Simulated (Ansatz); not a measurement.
# C4H10Si: the cost of one run

Method: RKS PBE0-D4/def2-SVP, in Ansatz 0.2.0.

**1. The starting structure**

Bond lengths: C1–C2 1.479 Å, C2–C3 1.486 Å, C3–C4 1.396 Å, C4–Si5 1.789 Å, C1–H6 1.085 Å, C1–H7 1.074 Å, C1–H8 1.155 Å, C2–H9 1.066 Å, C2–H10 1.097 Å, C3–H11 1.122 Å, C4–H12 1.062 Å, Si5–H13 1.441 Å, Si5–H14 1.513 Å, Si5–H15 1.477 Å. Angles (14 of 24 angles, heavy atoms first): C1–C2–C3 111.2°, C2–C3–C4 124.8°, C3–C4–Si5 126.6°, C1–C2–H9 111.5°, C1–C2–H10 107.6°, C3–C2–H9 108.9°, C3–C2–H10 108.5°, C2–C1–H6 112.9°, C2–C1–H7 113.7°, C2–C1–H8 107.9°, C2–C3–H11 116.7°, C4–C3–H11 118.1°, C3–C4–H12 118.0°, Si5–C4–H12 114.7°.

Structure file:

```xyz
15

C    -1.7330   -1.5397   -0.6792
C    -0.2958   -1.2415   -0.8613
C     0.1981   -0.3176    0.1930
C     0.8455    0.8945   -0.0502
Si    1.4385    2.0525    1.1771
H    -2.1390   -2.1602   -1.4712
H    -1.9712   -1.9482    0.2851
H    -2.3152   -0.5469   -0.7732
H    -0.1043   -0.8094   -1.8173
H     0.2527   -2.1878   -0.7787
H     0.1487   -0.6869    1.2514
H     0.8663    1.2563   -1.0485
H     2.8181    2.3571    0.8935
H     1.2851    1.5055    2.5795
H     0.6838    3.3217    1.1292
```

**2. Relaxing end A**

The input, input.yaml:

```yaml
crystal:
  periodic: [false, false, false]
  atoms:
    - { symbol: C, position_ang: [-1.733, -1.5397, -0.6792] }
    - { symbol: C, position_ang: [-0.2958, -1.2415, -0.8613] }
    - { symbol: C, position_ang: [0.1981, -0.3176, 0.193] }
    - { symbol: C, position_ang: [0.8455, 0.8945, -0.0502] }
    - { symbol: Si, position_ang: [1.4385, 2.0525, 1.1771] }
    - { symbol: H, position_ang: [-2.139, -2.1602, -1.4712] }
    - { symbol: H, position_ang: [-1.9712, -1.9482, 0.2851] }
    - { symbol: H, position_ang: [-2.3152, -0.5469, -0.7732] }
    - { symbol: H, position_ang: [-0.1043, -0.8094, -1.8173] }
    - { symbol: H, position_ang: [0.2527, -2.1878, -0.7787] }
    - { symbol: H, position_ang: [0.1487, -0.6869, 1.2514] }
    - { symbol: H, position_ang: [0.8663, 1.2563, -1.0485] }
    - { symbol: H, position_ang: [2.8181, 2.3571, 0.8935] }
    - { symbol: H, position_ang: [1.2851, 1.5055, 2.5795] }
    - { symbol: H, position_ang: [0.6838, 3.3217, 1.1292] }
basis:
  gaussian: { orbitals: def2-SVP }
hamiltonian:
  xc: pbe0
  dispersion: d4
relax:
  f_tol: 0.02
  max_steps: 50
```

The run is started by

```sh
ansatz run input.yaml --threads 2 --pin off --max-ram 3072MiB --backend cpu --events-out ev --progress --plain --runs-dir out
```

What time and memory should one allow on 2 threads of Intel Xeon Platinum 8259CL at 2.50GHz (Skylake/Cascade Lake), shared host?

About 48 s, with a peak of 0.32 GiB.
